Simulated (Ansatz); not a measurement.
**Cl3GaH3P: small, medium and large basis sets**

An exercise on one series of results from a longer session: the logs are not shown, and one member is left open.

The runs use Ansatz 0.2.0, Gaussian basis; one geometry, several basis sets.

Levels to be run: PBE0-D4/def2-SVP; ωB97M-V/def2-SVP; PBE0-D4/def2-QZVPP; ωB97M-V/def2-QZVPP; the functionals' def2-TZVPP values are taken from earlier runs.

**The relaxed structure**

An earlier PBE0-D4 in a triple-zeta def2 set relaxation fixed the geometry.

SMILES `[PH3+][Ga-]([Cl])([Cl])[Cl]`, 8 atoms, charge 0, spin multiplicity 1.

Atoms are counted from 1 here; the program's logs count them from 0.

Bond lengths: P1–Ga2 2.487 Å, P1–H6 1.407 Å, P1–H7 1.407 Å, P1–H8 1.407 Å, Ga2–Cl3 2.153 Å, Ga2–Cl4 2.153 Å, Ga2–Cl5 2.153 Å. Angles: Ga2–P1–H6 117.3°, Ga2–P1–H7 117.1°, Ga2–P1–H8 117.1°, H6–P1–H7 100.8°, H6–P1–H8 100.8°, H7–P1–H8 100.8°, P1–Ga2–Cl3 100.2°, P1–Ga2–Cl4 100.2°, P1–Ga2–Cl5 100.2°, Cl3–Ga2–Cl4 117.0°, Cl3–Ga2–Cl5 116.9°, Cl4–Ga2–Cl5 116.9°.

Geometry (Å):

```mol
Cl3GaH3P
  3D, bonds by distance, orders not assigned

  8  7  0  0  0  0  0  0  0  0999 V2000
   -1.0229   -0.1267    0.4698 P   0  0
    1.2228    0.1337   -0.5657 Ga  0  0
    2.0629   -1.8036   -0.1440 Cl  0  0
    0.6595    0.5301   -2.6056 Cl  0  0
    1.9783    1.7942    0.5778 Cl  0  0
   -1.8823    0.9864    0.4329 H   0  0
   -1.0651   -0.4468    1.8390 H   0  0
   -1.8611   -1.1244   -0.0601 H   0  0
  1  2  8  0
  2  3  8  0
  2  4  8  0
  2  5  8  0
  1  6  8  0
  1  7  8  0
  1  8  8  0
M  END
```

Set-up of the first run:

Input file in.yaml:

```yaml
crystal:
  periodic: [false, false, false]
  atoms:
    - {symbol: P, position_ang: [-1.022878, -0.126699, 0.469815]}
    - {symbol: Ga, position_ang: [1.222770, 0.133670, -0.565687]}
    - {symbol: Cl, position_ang: [2.062933, -1.803559, -0.144045]}
    - {symbol: Cl, position_ang: [0.659461, 0.530058, -2.605633]}
    - {symbol: Cl, position_ang: [1.978318, 1.794241, 0.577821]}
    - {symbol: H, position_ang: [-1.882269, 0.986420, 0.432892]}
    - {symbol: H, position_ang: [-1.065148, -0.446783, 1.838995]}
    - {symbol: H, position_ang: [-1.861086, -1.124450, -0.060057]}
basis:
  gaussian: {orbitals: def2-SVP}
hamiltonian: {xc: pbe0, dispersion: d4}
output: {orbitals: {seedname: orbitals}}
```

Among the steps run: PBE0-D4 in def2-SVP; ωB97M-V in def2-SVP; PBE0-D4 in def2-QZVPP; ωB97M-V in def2-QZVPP.

One table of the session follows, with a row left open; its other results are not shown here.

It belongs to the step «Functionals by basis». 

| functional | basis | HOMO (eV) |
| --- | --- | --- |
| PBE0-D4 | def2-SVP | -8.42 |
| PBE0-D4 | def2-TZVPP | -8.65 |
| PBE0-D4 | def2-QZVPP | -8.70 |
| ωB97M-V | def2-SVP | -10.63 |
| ωB97M-V | def2-TZVPP | ? |
| ωB97M-V | def2-QZVPP | -10.97 |

Q: Estimate the row for ωB97M-V, def2-TZVPP from the others.

As computed: HOMO (eV): -10.93. In the column «HOMO (eV)» it lies between ωB97M-V, def2-QZVPP (-10.97) and ωB97M-V, def2-SVP (-10.63).
